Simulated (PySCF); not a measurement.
# C₆H₇FO: magnetic properties

What do calculations give for the magnetic properties of C₆H₇FO (`C=C/C(C=O)=C(\C)F`)?

Programs: PySCF 2.14.0, with routines of our own; each step states its level. All values are computed. Atoms count from 0.

## (1) The system as given

15 atoms, charge 0, multiplicity 1; geometry from: GFN2-xTB.

## (2) Magnetic properties: GIAO B3LYP/pcSseg-1

What the job is given:

```
{"job": {"kind": "mag", "xc": "B3LYP", "basis": "pcSseg-1", "isotopologues": 2}, "charge": 0, "multiplicity": 1}
C     -1.357817    -0.357905     1.895276
C     -0.397490    -0.522685     0.995354
C     -0.393981     0.080441    -0.337777
C     -1.661253     0.428714    -1.002212
O     -2.766873     0.218722    -0.574536
C      0.770913     0.291669    -0.984052
C      2.147349     0.024721    -0.485474
F      0.758320     0.805695    -2.230664
H     -1.308792    -0.843630     2.855063
H     -2.220658     0.254377     1.705700
H      0.456879    -1.145473     1.225994
H     -1.520793     0.912594    -1.986474
H      2.367871    -1.042835    -0.530479
H      2.865482     0.548623    -1.112146
H      2.256428     0.354962     0.544516
```

Method: GIAO B3LYP/pcSseg-1 magnetisability, rotational g tensor and spin-rotation constants, non-relativistic, gas phase.

On the command line:

```console
$ OMP_NUM_THREADS=1 python excited_run.py task.json out
```

This one command runs all jobs of the session in turn.

The log of the run:

```text
coarse grid: 13032 points
cycle   1  E = -407.5557585702  dE =  1.210e+00  |g| = 9.956e-01  |ddm| = 3.607e+00
cycle   2  E = -406.4024262553  dE =  1.153e+00  |g| = 2.440e+00  |ddm| = 4.217e+00
cycle   3  E = -407.7337065819  dE = -1.331e+00  |g| = 3.277e-01  |ddm| = 3.713e+00
cycle   4  E = -407.7544489799  dE = -2.074e-02  |g| = 1.636e-01  |ddm| = 5.270e-01
cycle   5  E = -407.7589603739  dE = -4.511e-03  |g| = 4.613e-02  |ddm| = 1.573e-01
cycle   6  E = -407.7593395802  dE = -3.792e-04  |g| = 1.627e-02  |ddm| = 4.224e-02
cycle   7  E = -407.7593978007  dE = -5.822e-05  |g| = 4.313e-03  |ddm| = 1.940e-02
cycle   8  E = -407.7594007093  dE = -2.909e-06  |g| = 2.043e-03  |ddm| = 6.032e-03
final grid: 127664 points
cycle   9  E = -407.8368157309  dE = -3.317e-05  |g| = 8.101e-03  |ddm| = 3.275e-02
cycle  10  E = -407.8367804472  dE =  3.528e-05  |g| = 1.473e-02  |ddm| = 2.066e-02
cycle  11  E = -407.8368302981  dE = -4.985e-05  |g| = 2.921e-03  |ddm| = 1.620e-02
cycle  12  E = -407.8368320979  dE = -1.800e-06  |g| = 4.633e-04  |ddm| = 2.972e-03
cycle  13  E = -407.8368321315  dE = -3.360e-08  |g| = 1.481e-04  |ddm| = 4.951e-04
cycle  14  E = -407.8368321349  dE = -3.401e-09  |g| = 5.942e-05  |ddm| = 1.531e-04
cycle  15  E = -407.8368321357  dE = -7.807e-10  |g| = 1.360e-05  |ddm| = 6.435e-05
converged SCF energy = -407.8368321357

Magnetisability tensor (1e-30 J/T^2)
     -777.16      -44.36      -58.46
      -44.36    -1092.28     -137.49
      -58.46     -137.49     -886.64
isotropic -918.69   principal values   -1172.19   -832.99   -750.89
isotropic susceptibility -55.325 1e-6 cm^3/mol

Inertial axes            a          b          c
rot. const./GHz      3.0570     1.6127     1.0729
chi total           -45.267    -50.849    -69.858
chi diamagnetic    -484.732   -815.109  -1189.200
chi paramagnetic    439.465    764.259   1119.342
quadrupole/D A       -2.741      2.351      0.390
g nuclear            0.5773     0.5526     0.5568
g electronic        -0.6311    -0.5790    -0.5642
g total             -0.0538    -0.0265    -0.0074

Spin-rotation constants (kHz, H = +C I.J)
atom  isotope        aa         bb         cc
  7    19F        5.221      2.346      0.519
  8     1H       -0.196      0.089     -0.119
  9     1H       -0.119      0.002     -0.073
 10     1H       -0.192      0.038     -0.087
 11     1H       -0.031      0.085     -0.083
 12     1H       -0.321     -0.143      0.005
 13     1H        0.056     -0.171     -0.116
 14     1H       -0.291     -0.045     -0.072
  0    13C*       0.988      0.734      0.198
  1    13C*       0.915      0.756      0.208
  2    13C*       1.081      0.701      0.169
  3    13C*       1.376      0.878      0.251
  4    17O*      -3.463     -1.064     -0.002
  5    13C*       1.171      0.893      0.299
  6    13C*       0.443      0.237      0.172
* in the singly substituted isotopologue

Isotopologues: g along a, b, c
2H    at 8,9,10,11,12,1    -0.0471    -0.0239    -0.0068
13C   at 0                 -0.0533    -0.0260    -0.0073
```

Wall time 27 s (1 thread of Arm Neoverse V1, shared host); peak memory 0.76 GiB.

Key values:

```
              quantity                      value
       magnetisability            -919·10⁻³⁰ J/T²
  molar susceptibility         -55.3·10⁻⁶ cm³/mol
rotational g (a, b, c)  -0.0538, -0.0265, -0.0074
```

## (3) Magnetic properties: GIAO B3LYP/ANO-RCC-VDZP

The job, as its differences from that of step 2:

```diff
@@ -1,2 +1,2 @@
-{"job": {"kind": "mag", "xc": "B3LYP", "basis": "pcSseg-1", "isotopologues": 2}, "charge": 0, "multiplicity": 1}
+{"job": {"kind": "mag", "xc": "B3LYP", "basis": "ANO-RCC-VDZP", "scf": {"damp": 0.2}}, "charge": 0, "multiplicity": 1}
 C     -1.357817    -0.357905     1.895276
```

Level: GIAO B3LYP/ANO-RCC-VDZP magnetisability, rotational g tensor and spin-rotation constants, non-relativistic, gas phase.

The log of the run:

```text
damping 0.20 in the first 6 cycles
final grid: 127664 points
cycle   1  E = -407.7870435196  dE =  1.239e+00  |g| = 9.685e-01  |ddm| = 5.481e+00
cycle   2  E = -407.3889180186  dE =  3.981e-01  |g| = 1.657e+00  |ddm| = 2.450e+00
cycle   3  E = -406.8447556106  dE =  5.442e-01  |g| = 2.183e+00  |ddm| = 3.419e+00
cycle   4  E = -397.5694720610  dE =  9.275e+00  |g| = 5.056e+00  |ddm| = 7.249e+00
cycle   5  E = -327.9657248194  dE =  6.960e+01  |g| = 1.200e+01  |ddm| = 2.867e+01
cycle   6  E = -243.2329655331  dE =  8.473e+01  |g| = 1.564e+01  |ddm| = 3.376e+01
cycle   7  E = -136.7977368427  dE =  1.064e+02  |g| = 1.729e+01  |ddm| = 2.729e+01
cycle   8  E = -370.7179541693  dE = -2.339e+02  |g| = 8.237e+00  |ddm| = 2.871e+01
cycle   9  E = -366.1086637305  dE =  4.609e+00  |g| = 8.783e+00  |ddm| = 2.505e+01
cycle  10  E = -399.4234534427  dE = -3.331e+01  |g| = 5.057e+00  |ddm| = 1.230e+01
cycle  11  E = -401.1995613321  dE = -1.776e+00  |g| = 3.973e+00  |ddm| = 9.589e+00
cycle  12  E = -406.2539408004  dE = -5.054e+00  |g| = 2.046e+00  |ddm| = 8.218e+00
cycle  13  E = -407.5561448023  dE = -1.302e+00  |g| = 1.272e+00  |ddm| = 3.779e+00
cycle  14  E = -407.9735226943  dE = -4.174e-01  |g| = 3.261e-01  |ddm| = 1.663e+00
cycle  15  E = -407.9895852152  dE = -1.606e-02  |g| = 1.935e-01  |ddm| = 3.909e-01
cycle  16  E = -407.9964698513  dE = -6.885e-03  |g| = 5.243e-02  |ddm| = 1.692e-01
cycle  17  E = -407.9969793066  dE = -5.095e-04  |g| = 1.929e-02  |ddm| = 5.250e-02
cycle  18  E = -407.9970693626  dE = -9.006e-05  |g| = 5.640e-03  |ddm| = 2.030e-02
cycle  19  E = -407.9970779871  dE = -8.625e-06  |g| = 2.022e-03  |ddm| = 7.423e-03
cycle  20  E = -407.9970789009  dE = -9.137e-07  |g| = 1.017e-03  |ddm| = 3.284e-03
cycle  21  E = -407.9970791223  dE = -2.214e-07  |g| = 3.267e-04  |ddm| = 1.316e-03
cycle  22  E = -407.9970791490  dE = -2.669e-08  |g| = 1.028e-04  |ddm| = 4.303e-04
cycle  23  E = -407.9970791511  dE = -2.169e-09  |g| = 1.933e-05  |ddm| = 9.058e-05
cycle  24  E = -407.9970791512  dE = -5.593e-11  |g| = 1.302e-05  |ddm| = 2.684e-05
converged SCF energy = -407.9970791512

Magnetisability tensor (1e-30 J/T^2)
     -759.55      -45.91      -56.98
      -45.91    -1076.32     -140.85
      -56.98     -140.85     -865.22
isotropic -900.37   principal values   -1157.97   -809.45   -733.68
isotropic susceptibility -54.221 1e-6 cm^3/mol

Inertial axes            a          b          c
rot. const./GHz      3.0570     1.6127     1.0729
chi total           -44.224    -49.448    -68.992
chi diamagnetic    -483.833   -814.248  -1188.883
chi paramagnetic    439.610    764.800   1119.891
quadrupole/D A       -3.092      2.064      1.028
g nuclear            0.5773     0.5526     0.5568
g electronic        -0.6313    -0.5794    -0.5645
g total             -0.0541    -0.0268    -0.0077

Spin-rotation constants (kHz, H = +C I.J)
atom  isotope        aa         bb         cc
  7    19F        4.729      2.190      0.356
  8     1H       -0.193      0.093     -0.118
  9     1H       -0.112      0.006     -0.072
 10     1H       -0.193      0.046     -0.086
 11     1H       -0.021      0.095     -0.082
 12     1H       -0.325     -0.142      0.006
 13     1H        0.057     -0.172     -0.117
 14     1H       -0.293     -0.043     -0.071
  0    13C*       0.952      0.688      0.186
  1    13C*       0.875      0.717      0.196
  2    13C*       1.052      0.672      0.161
  3    13C*       1.358      0.836      0.236
  4    17O*      -3.338     -1.001      0.011
  5    13C*       1.137      0.854      0.290
  6    13C*       0.406      0.223      0.161
* in the singly substituted isotopologue
```

It took 61 s on 1 thread of Arm Neoverse V1, shared host; peak memory 0.77 GiB.

From this job:

```
              quantity                      value
       magnetisability            -900·10⁻³⁰ J/T²
  molar susceptibility         -54.2·10⁻⁶ cm³/mol
rotational g (a, b, c)  -0.0541, -0.0268, -0.0077
```

## (4) The levels compared

```
                  level  ξ (10⁻³⁰ J/T²)     g(a)     g(b)  gap (eV)  functions  time
    GIAO B3LYP/pcSseg-1            -919  -0.0538  -0.0265      4.88        171  27 s
GIAO B3LYP/ANO-RCC-VDZP            -900  -0.0541  -0.0268      4.84        147  61 s
```

## (5) What came out

```
                                            quantity                      value
       magnetisability (step 2, GIAO B3LYP/pcSseg-1)            -919·10⁻³⁰ J/T²
  molar susceptibility (step 2, GIAO B3LYP/pcSseg-1)         -55.3·10⁻⁶ cm³/mol
rotational g (a, b, c) (step 2, GIAO B3LYP/pcSseg-1)  -0.0538, -0.0265, -0.0074
                     magnetisability over the levels    -919 to -900·10⁻³⁰ J/T²
```

The magnetisability spreads by 2.0 % over 2 levels, from GIAO B3LYP/pcSseg-1 (27 s) to GIAO B3LYP/ANO-RCC-VDZP (61 s); the runs took 27 s to 61 s. Two levels can agree by chance, so this spread shows no convergence. Vibrational averaging and real surroundings are missing from these values.
